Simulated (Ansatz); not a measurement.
# AlGaH (quartet): from Hartree-Fock to the top rungs, cc-pVTZ

The task here is to estimate one member of a computed series from the others.

Computed with Ansatz 0.2.0, Gaussian basis. Level: cc-pVTZ, core rule «outside noble gas», up to 19 orbitals frozen.

To be run: UHF; CCSD(T) on ROHF; CCSD(T) on UHF; BCCD(T) on ROHF; CCSDT(Q) on ROHF; CCSDT(Q) on UHF; CASSCF and MRCISD+Q, 7 electrons in 9 orbitals; CASSCF and NEVPT2, 7 electrons in 9 orbitals.

22 further runs of the same task are left out: 4 for a known fault of the program, 10 that didn't finish, 8 set aside as unsound or not needed. Runs told in other sessions of the task aren't counted.

## The geometry

The geometry is a PBE0/def2-TZVP stationary point (not a proven minimum). No spin-orbit coupling is included. The filled d shell of Ga may be among the frozen orbitals whatever the setting's name suggests.

3 atoms, charge 0, spin multiplicity 4.

Atoms are counted from 1 here; the program's logs count them from 0.

Bond lengths: Al1–Ga2 2.344 Å, Al1–H3 1.582 Å. Angles: Ga2–Al1–H3 180.0°.

Set-up of the first run:

The input, in.yaml:

```yaml
crystal:
  periodic: [false, false, false]
  atoms:
    - {symbol: Al, position_ang: [0.000000, 0.000000, 0.253900]}
    - {symbol: Ga, position_ang: [0.000000, 0.000000, -2.089700]}
    - {symbol: H, position_ang: [0.000000, 0.000000, 1.835800]}
basis:
  gaussian: {orbitals: cc-pVTZ}
magnetization: {spin_polarized: true, initial_magnetization: 3}
hamiltonian: {xc: hf}
output: {orbitals: {seedname: orbitals}}
```

Command:

```sh
ansatz run in.yaml --threads 1 --pin off --events-out ev --progress --plain --max-ram 2393MiB
```

Among the steps run: UHF; CCSD(T) on ROHF; CCSD(T) on UHF; BCCD(T) on ROHF; CCSDT(Q) on ROHF; CCSDT(Q) on UHF; CASSCF and MRCISD+Q, 7 electrons in 9 orbitals; CASSCF and NEVPT2, 7 electrons in 9 orbitals.

One table of the session follows, with a row left open; its other results are not shown here.

It belongs to the step «Misses and costs». 

| method | from UCCSDT(Q) (meV) |
| --- | --- |
| ROHF | +3725.9 |
| UHF | +3598.3 |
| RMP2 | ? |
| UMP2 | +874.9 |
| RCCSD | +235.1 |
| UCCSD | +214.7 |
| RCCSD(T) | +63.1 |
| UCCSD(T) | +49.6 |
| BCCD(T) | +63.8 |
| RCCSDT | +25.8 |
| UCCSDT | +10.4 |
| RCCSDT(Q) | +15.0 |
| UCCSDT(Q) | 0 |
| CASSCF valence | +2243.3 |
| NEVPT2 valence | +644.6 |
| MRCISD valence | +158.3 |
| MRCISD+Q valence | +29.0 |

**Question.** Estimate the row for RMP2.

As computed: from UCCSDT(Q) (meV): +841.1. In the column «from UCCSDT(Q) (meV)» it lies between NEVPT2 valence (+644.6) and UMP2 (+874.9).

With the free atoms at the same levels and basis (separate runs), the atomisation energy is 3.315 eV at UCCSDT(Q), 3.278 eV at RCCSD(T), 3.287 eV at UCCSD(T), 2.512 eV at ROHF.

Caveats from the session: Restricted and unrestricted rows rest on different reference determinants; a gap between their highest levels can come from leftover correlation error, from unlike frozen cores or from another state.
